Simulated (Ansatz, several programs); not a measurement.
An ordered 8-atom cell of Ga3BAs4 on the zincblende lattice (P-43m), relaxed with PBE in Ansatz (plane waves, PAW): space group P-43m (No. 215), cubic; a = 5.511 Å in the conventional setting, 20.92 Å³ an atom. B is surrounded by 4 As at 2.17 Å; As is surrounded by 1 B at 2.17 Å and 3 Ga at 2.47 Å; Ga is surrounded by 4 As at 2.47 Å. The cell was then scaled with its shape and fractional coordinates held, which makes it stiffer than a relaxed compression. All values are calculated for a non-magnetic cell, which may be hypothetical.

```tsv
V (Å³/atom)	E (meV/atom)
19.667	19.24
20.295	4.54
20.923	0.00
22.178	15.35
```

(1) Pass a cubic E = c₀ + c₁u + c₂u² + c₃u³, with u = V − 20.766 Å³, through these points.

(2) Where is the minimum, and what bulk modulus follows?

(3) Predict the energy and the pressure at the withheld volume, 21.550 Å³.

Results:

(1) c₀ = 0.26, c₁ = -3.460, c₂ = 11.448, c₃ = -1.0140 (meV and Å³).

(2) dE/du = 0 at u = +0.154, so V₀ = 20.92 Å³. B = V₀ d²E/dV² = 20.92 × (2c₂ + 6c₃u) = 20.92 × 21.958 = 459 meV/Å³, and 1 meV/Å³ is 0.16022 GPa: 74 GPa. A third-order Birch-Murnaghan fit to all five points gives 20.92 Å³ and 73 GPa.

(3) With u = +0.784: E ≈ 4.10 meV and P = −dE/dV ≈ -2.02 GPa. The run gives 4.05 meV and, from its stress, -2.01 GPa.
